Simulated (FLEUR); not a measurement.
## Cd in FLEUR: convergence with dVac added

Cd, a slab with vacuum:

```
Cd
1.0
     2.97887    0.00000    0.00000
    -1.48944    2.57978    0.00000
     0.00000    0.00000   20.61765
Cd
3
Direct
  0.33333 0.66667 0.36377
  0.66667 0.33333 0.50000
  0.33333 0.66667 0.63623
```

* Program: FLEUR MaX-R8.1 (later development tree)
* Task: convergence study
* Functional: PBE
* Potentials or basis: all-electron
* Basis: FLAPW
* Kmax: 4.1 1/bohr
* k mesh: 7 × 7 × 1
* Occupations: fermi-dirac, width 0.05 eV
* Spin: no spin polarisation

These are the settings of the first run; the series varies dVac added, with any setting tied to it.

Hardware: 4 MPI ranks on AMD EPYC 7R43 64-Core Processor (Zen 3), with other jobs on the host.

```csv
dVac added,"energy less the tightest run, at zero smearing (meV/atom)",largest force (eV/Å),work function (eV),SCF cycles,CPU time (s)
0.01,0.11,0.024,3.970,16,130
1,-0.21,0.026,3.973,16,140
2,-0.22,0.026,3.976,16,150
4,0.00,0.026,3.978,15,150
```

Against the tightest run, the energy stays within 1 meV/atom from 0.01 on; the largest force stays within 0.005 eV/Å from 0.01 on; the work function stays within 0.02 eV from 0.01 on. The tightest run that finished is the yardstick and may itself not be fully converged.
